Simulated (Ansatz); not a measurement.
Turn this script for the Ansatz DFT code, driven from Python into the input file that the command-line program reads.

`relax_las.py`:
```python
from pathlib import Path

import ansatz as az
from ase import Atoms
from ase.data import atomic_numbers
from ase.io import write
from ase.neighborlist import neighbor_list
import matplotlib.pyplot as plt
import numpy as np
import spglib

atoms = Atoms(
    ["La", "S"],
    scaled_positions=[
        [0.0, 0.0, 0.0],
        [0.5, 0.5, 0.5],
    ],
    cell=[
        [0.0, 2.927, 2.927],
        [2.927, 0.0, 2.927],
        [2.927, 2.927, 0.0],
    ],
    pbc=True,
)
crystal = az.Crystal.from_ase(atoms)

calc = crystal.calculation()
calc = calc.functional("pbesol")
calc = calc.basis(510)
calc = calc.kpoints(5, 5, 5)
calc = calc.occupations(az.OccupationsMethod.FERMI_DIRAC)
calc = calc.relax(force_tolerance=0.01, random_displacement=True, displacement_amplitude=0.1, displacement_seed=478)
calc = calc.density().potential()
calc = calc.electron_localization_function()
calc = calc.output_files(volumetric_format="npy")
steps = []


def collect(event):
    if event["event"] == "relax_step":
        steps.append(event["data"])


out = calc.session().plan().execute(on_event=collect)
r = out.report
for s in steps:
    flag = "" if s["accepted"] else "  (rejected)"
    print("step %2d  E = %.5f eV  largest force component = %.4f eV/A%s" % (s["step"], s["lagrangian_ev"], s["allowed_force_max_ev_ang"], flag))

first, last = steps[0], steps[-1]
symbols = [site.symbol for site in out.lattice.sites]
print(f"energy gained {first['lagrangian_ev'] - last['lagrangian_ev']:.4f} eV in {len(steps) - 1} steps")

final = Atoms(symbols, positions=last["positions_ang"], cell=out.lattice.cell_ang, pbc=True)
i, j, d = neighbor_list("ijd", final, 4.5)
print("neighbours within 1.15 times the shortest distance of each atom (A)")
for atom in range(len(final)):
    near = [m for m in np.argsort(d) if i[m] == atom]
    shell = [m for m in near if d[m] < 1.15 * d[near[0]]]
    print(f"{symbols[atom]}{atom} ({len(shell)}):", ", ".join(f"{symbols[j[m]]} {d[m]:.3f}" for m in shell))

relaxed = Atoms(symbols, positions=[site.position_ang for site in out.lattice.sites], cell=out.lattice.cell_ang, pbc=True)
write("relaxed.vasp", relaxed, format="vasp")

fractions = [site.position_frac for site in out.lattice.sites]
numbers = [atomic_numbers[s] for s in symbols]
for tolerance in (1e-3, 1e-2, 1e-1):
    print(f"space group at {tolerance} A:", spglib.get_spacegroup((out.lattice.cell_ang, fractions, numbers), symprec=tolerance))

fig, (top, bottom) = plt.subplots(2, 1, sharex=True, figsize=(4.5, 4))
top.plot([s["lagrangian_ev"] - last["lagrangian_ev"] for s in steps], "o-")
top.set_ylabel("E - E(final) (eV)")
bottom.semilogy([max(s["allowed_force_max_ev_ang"], 1e-6) for s in steps], "s-")
bottom.set(xlabel="step", ylabel="largest force (eV/A)")
fig.tight_layout()
fig.savefig("relax.png", dpi=100)

energy = r["free_energy_ev"]
print("LaS: {:.6f} eV = {:.6f} Ry = {:.6f} Ha".format(energy, energy / 13.605693, energy / 27.211386))
print("Fermi level {:.4f} eV, {} k-points, {} symmetry operations".format(r["fermi_energy_ev"], r["n_kpoints"], r["n_symmetry_ops"]))

folder = Path(out.write_results("fields"))
print("densities in e/A^3, potentials in eV, ELF without unit")
for name in sorted(p.name for p in folder.glob("*.npy")):
    field = np.load(folder / name)
    print(f"{name:16s} {str(field.shape):16s} min {field.min():10.4f}  mean {field.mean():10.4f}  max {field.max():10.4f}")
```

```console
$ python relax_las.py
step  1  E = -7050.55534 eV  largest force component = 1.0167 eV/A
step  2  E = -7050.56542 eV  largest force component = 0.8995 eV/A
step  3  E = -7050.67941 eV  largest force component = 0.0092 eV/A
step  4  E = -7050.67941 eV  largest force component = 0.0091 eV/A
energy gained 0.1241 eV in 3 steps
neighbours within 1.15 times the shortest distance of each atom (A)
La0 (6): S 2.926, S 2.926, S 2.927, S 2.927, S 2.928, S 2.928
S1 (6): La 2.926, La 2.926, La 2.927, La 2.927, La 2.928, La 2.928
space group at 0.001 A: Cm (8)
space group at 0.01 A: Fm-3m (225)
space group at 0.1 A: Fm-3m (225)
LaS: -7050.679406 eV = -518.215383 Ry = -259.107691 Ha
Fermi level 11.5205 eV, 63 k-points, 1 symmetry operations
densities in e/A^3, potentials in eV, ELF without unit
elf.npy          (32, 32, 32)     min     0.0013  mean     0.3752  max     0.8572
rho.npy          (32, 32, 32)     min    -0.0360  mean     0.3390  max     1.7079
v_es.npy         (32, 32, 32)     min   -37.9536  mean     5.0793  max    13.9790
v_tot.npy        (32, 32, 32)     min   -58.3908  mean    -5.2737  max     7.6028
```

`input.yaml`:
```yaml
crystal:
  lattice:
    - [0.0, 2.927, 2.927]
    - [2.927, 0.0, 2.927]
    - [2.927, 2.927, 0.0]
  atoms:
    - { symbol: La, position: [0.0, 0.0, 0.0] }
    - { symbol: S, position: [0.5, 0.5, 0.5] }
basis:
  ecutwfc: 510.0
kpoints:
  mp_grid: { grid: [5, 5, 5] }
hamiltonian:
  xc: pbesol
scf:
  occupations: { method: fermi_dirac }
relax:
  f_tol: 0.01
  random_displacement: { amplitude: 0.1, seed: 478 }
output:
  write_density: true
  write_potential: true
  volumetric_format: npy
  elf: true
```

The program run on that file:
```console
$ ansatz run input.yaml --threads 1 --pin off --max-ram 3072MiB --backend cpu --events-out ev --progress --plain --runs-dir out
Engine: ansatz 0.2.0, x86_64-unknown-linux-gnu
Pseudopotentials: kind: paw
Pseudopotential: La, paw, valence charge 11, recommended cutoff 420 eV (normal), La.paw.azcp
Pseudopotential: S, paw, valence charge 6, recommended cutoff 420 eV (normal), S.paw.azcp
Functional definition: PBEsol
  exchange = pbesol_x
  correlation = pbesol_c
Crystal: 2 atoms, lattice volume = 50.153 Å³
Basis set: ecut = 510 eV, 1363 PW (Γ), exchange–correlation on 64×64×64 points (8 copies of the dense FFT grid, shifted against one another)
Bands: 13, of which v1, the nominal top of the filled ones, is band 9 counted from 1 (8 counted from 0)
Symmetry: 1 space group operations
k-points: 63 of 125 (time reversal used)
Non-local potential: La, projectors of the file, l = 0: 3, l = 1: 2, l = 2: 2, l = 3: 3
Non-local potential: S, projectors of the file, l = 0: 2, l = 1: 2, l = 2: 2
PAW form: soft (Blöchl's): semilocal exchange-correlation on the pseudo side does not see the compensation charge
PAW frozen core: La, regenerated for the run's functional, and the local potential with it (the file was generated under x = pbe(κ = 0.804, μ = 0.2195149727645171), c = pbe(β = 0.06672455060314922))
PAW frozen core: S, regenerated for the run's functional, and the local potential with it (the file was generated under x = pbe(κ = 0.804, μ = 0.2195149727645171), c = pbe(β = 0.06672455060314922))
PAW one-centre angular grid: La, 590 points (default); XC on 64 Gauss nodes
PAW one-centre angular grid: S, 110 points (default); XC on 64 Gauss nodes
Initial density: superposition of atomic densities (neutral atoms: chi_scale 0, normalization atom), corrected by the library's trained network
Initial wavefunctions: pseudopotential atomic-orbital guess
Functional: x = pbesol(κ = 0.804, μ = 0.12345679012345678), c = pbesol(β = 0.046)
SCF iter   1: F=—  HF=-7050.559952 eV  |F-HF|=—  |Δ(HF+E_count)|=         —  Δρ=4.26e-3  dr2=1.50e-2  ethr=1.77e-3  ⟨swp⟩=4.5  Hψ=4167  notcnv=0
preconditioner: auto → Kerker (q_TF=auto, 2.278 Å⁻¹)  [metal: Δε(μ)=0.070 eV  Ē_g=11.677 eV  σ=0.100 eV  W_gap=0.17  n_scr=14 (ndim 8)  ℏωp=20.3 eV  f_vac=0.000  D(μ)=1.22/eV (n_scr^D=8)]
SCF iter   2: F=—  HF=-7050.556039 eV  |F-HF|=—  |Δ(HF+E_count)|=   3.91e-3  Δρ=2.00e-3  dr2=3.12e-3  ethr=8.80e-5  ⟨swp⟩=2.0  Hψ=1802  notcnv=0
SCF iter   3: F=—  HF=-7050.555349 eV  |F-HF|=—  |Δ(HF+E_count)|=   6.90e-4  Δρ=4.90e-4  dr2=1.49e-4  ethr=1.84e-5  ⟨swp⟩=2.0  Hψ=1055  notcnv=0
SCF iter   4: F=—  HF=-7050.555341 eV  |F-HF|=—  |Δ(HF+E_count)|=   7.61e-6  Δρ=1.30e-4  dr2=9.84e-6  ethr=8.75e-7  ⟨swp⟩=2.6  Hψ=1360  notcnv=0
iter 5 did not close the SCF: its close was put off for the readings that it lacked (scf_convergence_deferred on its scf_iter line)
SCF iter   5: F=-7050.555343 eV  HF=-7050.555343 eV  |F-HF|=1.86e-9  |Δ(HF+E_count)|=   1.30e-6  Δρ=3.12e-5  dr2=5.78e-7  ethr=5.79e-8  ⟨swp⟩=1.2  Hψ=915  notcnv=0
SCF iter   6: F=-7050.555343 eV  HF=-7050.555343 eV  |F-HF|=5.66e-9  |Δ(HF+E_count)|=   1.14e-7  Δρ=8.59e-6  dr2=2.20e-8  ethr=3.40e-9  ⟨swp⟩=6.0  Hψ=5211  notcnv=0
SCF 1 converged in 6 iterations: F = -7050.555343 eV  dr2 = 2.20e-8
  greatest PAW one-centre occupation: 0.971 electrons in one spin orbital (limit 2), on the La atom at site 0 (counted from 0), in its partial waves of l = 0
relax step   1: F+E_penalty+E_count = -7050.55534291 eV  Δ(F+E_penalty+E_count) = +0.000e0 eV  max|allowed force component| = 1.017e0 eV/Å  Δτ_max = 0.0000 Å  (6 SCF iters, dr2 threshold 2.50e-6 eV, accepted)
Initial density: handed on by an earlier stage of this run
Initial wavefunctions: those handed on with the density
iter 1 solved again at ethr=4.82e-4 eV; its pass at ethr=3.10e-3 eV (dr2=8.20e-2 eV) is discarded
SCF iter   1: F=—  HF=-7050.592973 eV  |F-HF|=—  |Δ(HF+E_count)|=         —  Δρ=1.07e-2  dr2=8.38e-2  ethr=4.82e-4  ⟨swp⟩=1.0  Hψ=6111  notcnv=0
preconditioner: auto → Kerker (q_TF=auto, 2.278 Å⁻¹)  [metal: Δε(μ)=0.039 eV  Ē_g=11.729 eV  σ=0.100 eV  W_gap=0.10  n_scr=14 (ndim 8)  ℏωp=20.3 eV  f_vac=0.000  D(μ)=1.23/eV (n_scr^D=8)]
SCF iter   2: F=—  HF=-7050.575123 eV  |F-HF|=—  |Δ(HF+E_count)|=   1.79e-2  Δρ=6.31e-3  dr2=3.09e-2  ethr=4.82e-4  ⟨swp⟩=1.1  Hψ=828  notcnv=0
SCF iter   3: F=—  HF=-7050.565442 eV  |F-HF|=—  |Δ(HF+E_count)|=   9.68e-3  Δρ=1.01e-3  dr2=5.39e-4  ethr=1.82e-4  ⟨swp⟩=2.5  Hψ=1212  notcnv=0
SCF iter   4: F=—  HF=-7050.565414 eV  |F-HF|=—  |Δ(HF+E_count)|=   2.80e-5  Δρ=1.74e-4  dr2=1.10e-5  ethr=3.80e-7  ⟨swp⟩=8.7  Hψ=6620  notcnv=0
SCF iter   5: F=-7050.565419 eV  HF=-7050.565419 eV  |F-HF|=1.75e-7  |Δ(HF+E_count)|=   5.27e-6  Δρ=4.50e-5  dr2=9.94e-7  ethr=6.49e-8  ⟨swp⟩=9.0  Hψ=6413  notcnv=0
SCF 2 converged in 5 iterations: F = -7050.565419 eV  dr2 = 9.94e-7
relax step   2: F+E_penalty+E_count = -7050.56541868 eV  Δ(F+E_penalty+E_count) = -1.008e-2 eV  max|allowed force component| = 8.995e-1 eV/Å  Δτ_max = 0.1950 Å  (5 SCF iters, dr2 threshold 6.46e-5 eV, accepted)
SCF iter   1: F=—  HF=-7050.685939 eV  |F-HF|=—  |Δ(HF+E_count)|=         —  Δρ=5.25e-3  dr2=1.96e-2  ethr=1.16e-3  ⟨swp⟩=5.5  Hψ=4278  notcnv=0
preconditioner: auto → Kerker (q_TF=auto, 2.278 Å⁻¹)  [metal: Δε(μ)=0.239 eV  Ē_g=11.615 eV  σ=0.100 eV  W_gap=0.45  n_scr=14 (ndim 8)  ℏωp=20.3 eV  f_vac=0.000  D(μ)=1.18/eV (n_scr^D=8)]
SCF iter   2: F=—  HF=-7050.681760 eV  |F-HF|=—  |Δ(HF+E_count)|=   4.18e-3  Δρ=3.13e-3  dr2=7.54e-3  ethr=1.15e-4  ⟨swp⟩=1.0  Hψ=1323  notcnv=0
SCF iter   3: F=—  HF=-7050.679403 eV  |F-HF|=—  |Δ(HF+E_count)|=   2.36e-3  Δρ=5.00e-4  dr2=1.03e-4  ethr=4.43e-5  ⟨swp⟩=2.5  Hψ=1231  notcnv=0
SCF iter   4: F=—  HF=-7050.679406 eV  |F-HF|=—  |Δ(HF+E_count)|=   2.40e-6  Δρ=1.13e-4  dr2=7.66e-6  ethr=2.97e-7  ⟨swp⟩=8.2  Hψ=6000  notcnv=0
SCF iter   5: F=-7050.679406 eV  HF=-7050.679406 eV  |F-HF|=1.41e-7  |Δ(HF+E_count)|=   1.80e-7  Δρ=2.80e-5  dr2=3.13e-7  ethr=4.50e-8  ⟨swp⟩=8.7  Hψ=5948  notcnv=0
SCF 3 converged in 5 iterations: F = -7050.679406 eV  dr2 = 3.13e-7
relax step   3: F+E_penalty+E_count = -7050.67940594 eV  Δ(F+E_penalty+E_count) = -1.140e-1 eV  max|allowed force component| = 9.177e-3 eV/Å  Δτ_max = 0.0947 Å  (5 SCF iters, dr2 threshold 5.06e-5 eV, accepted)
iter 1 solved again at ethr=1.84e-9 eV; its pass at ethr=3.10e-3 eV (dr2=3.13e-7 eV) is discarded
SCF iter   1: F=—  HF=-7050.679400 eV  |F-HF|=—  |Δ(HF+E_count)|=         —  Δρ=2.80e-5  dr2=3.13e-7  ethr=1.84e-9  ⟨swp⟩=1.0  Hψ=3150  notcnv=0
preconditioner: auto → Kerker (q_TF=auto, 2.278 Å⁻¹)  [metal: Δε(μ)=0.242 eV  Ē_g=11.601 eV  σ=0.100 eV  W_gap=0.46  n_scr=14 (ndim 8)  ℏωp=20.3 eV  f_vac=0.000  D(μ)=1.18/eV (n_scr^D=8)]
SCF iter   2: F=—  HF=-7050.679406 eV  |F-HF|=—  |Δ(HF+E_count)|=   5.59e-6  Δρ=1.78e-5  dr2=1.32e-7  ethr=1.84e-9  ⟨swp⟩=1.0  Hψ=819  notcnv=0
SCF iter   3: F=-7050.679406 eV  HF=-7050.679406 eV  |F-HF|=1.27e-11  |Δ(HF+E_count)|=   8.51e-8  Δρ=2.51e-6  dr2=3.73e-9  ethr=5.88e-10  ⟨swp⟩=7.2  Hψ=4431  notcnv=0
SCF 4 converged in 3 iterations: F = -7050.679406 eV  dr2 = 3.73e-9
relax step   4: F+E_penalty+E_count = -7050.67940599 eV  Δ(F+E_penalty+E_count) = -5.123e-8 eV  max|allowed force component| = 9.067e-3 eV/Å  Δτ_max = 0.0000 Å  (3 SCF iters, accepted)
NSCF: frozen V_eff on 63 k-points
the band table was solved once a step of the walk had ended and its energy, with any forces and stress, was formed, with the checks that follow a solve (5326 applications of the Hamiltonian). They found nothing against the state; the energy, forces and stress were not computed again (output.eigenvalues in the input reference)
SCF converged after 3 iterations
Free energy (F): -7050.679406 eV
Harris-Foulkes:  -7050.679406 eV  (|F-HF|=1.27e-11)
Internal energy: -7050.643048 eV  (E = F + TS)
E sigma→0 (E₀):  -7050.661227 eV
Entropy (-TS):   -0.036358 eV (-18.179 meV/atom)
Fermi energy:    11.520492 eV
--- Per-component energies (eV) ---
  E_band       = -22.554493
  E_kinetic    = 300.447774
  E_local      = -390.042707  (includes V_loc(G=0)·N_el)
  E_nonlocal   = 126.489238
  E_hartree    = 123.879525
  E_xc         = -235.613826
  E_vxc        = -236.178997  (∫ρ·V_xc dr)
  E_paw        = -5913.810991  (= ΣΔE_a)
  E_vpaw       = -71.028946  (= ΣTr[D̂ρ^β])
  E_aug_tail   = 0.000001  (compensation charges beyond the density's cutoff)
  E_ewald      = -1062.223520
  E_core_change = 0.231459  (= ΣΔE_core)
  E_smearing   = -0.036358  (= −TS)
  E_closure    = -0.000000  (closes the sum)
  Σ components = -7050.679406   (vs F -7050.679406, Δ=0.00e0)
--- Forces (eV/Å), atoms counted from 1 ---
  atom   1  La    -0.00907579     0.00123127     0.00497823
  atom   2  S      0.00905785    -0.00122916    -0.00496266
  max |Σ_I F_I| component: 1.79e-5 eV/Å
--- Band table (eV; the first three rows and the last of 63) ---
  k-point 0: bands = ["-21.4130", "-4.9092", "-4.9092", "-4.9092", "-2.2655", "8.3690", "8.3690", "8.3690", "11.7718", "11.7718", "11.7718", "12.7496", "12.7496"]
  k-point 1: bands = ["-21.3863", "-5.4455", "-4.9296", "-4.9296", "-1.6362", "7.2786", "7.7122", "7.7122", "11.7400", "12.2905", "12.2905", "13.2615", "13.2615"]
  k-point 2: bands = ["-21.3425", "-6.0651", "-4.9619", "-4.9619", "-0.8407", "6.0217", "6.9770", "6.9770", "12.4396", "13.0056", "13.0056", "13.4200", "13.4200"]
  k-point 62: bands = ["-21.3253", "-5.9518", "-5.1975", "-5.0127", "-1.0880", "6.3376", "7.0712", "7.4394", "12.4253", "12.7673", "13.0360", "13.3218", "13.4160"]
--- Relaxed structure (4 steps of the walk, 4 accepted, 0 SCFs on fresh bases) ---
  F+E_penalty+E_count = -7050.67940599 eV   max|allowed force component| = 9.067e-3 eV/Å
  atoms:
    - { symbol: La, position: [0.0010754655110310073, -0.0008773211895434109, 0.001552575868572993] }
    - { symbol: S, position: [0.5014922849559895, 0.49897709796654244, 0.5012029618189086] }
```

Absolute energies stand on the zero of these potentials, so only differences at equal settings mean something. A total without «per atom» is that of the cell as typed. The mesh is modest for a metal, so energies can be off by several to tens of meV an atom and pressures by half a GPa or more; differences at equal mesh fare better. Only differences from the Fermi energy are physical; the zero of the scale is a convention. Energies along a relaxation are free energies. A last row that repeats the one before re-solves the same geometry more tightly. The first row is the displaced cell, and groups found at tight tolerances show what the force threshold leaves of the kick. The fields are valence quantities on the plane-wave grid; their values near the nuclei depend on the potentials. The starting cell is as deposited in a crystallographic database; the results hold for this polymorph, which needn't be the stable one. Processor time in the engine: 19 s on 1 thread of Intel(R) Xeon(R) Processor @ 2.30GHz, with other jobs on the host, peak memory 0.74 GiB.

(Lines on the test bed's own set-up are left out of the output.)
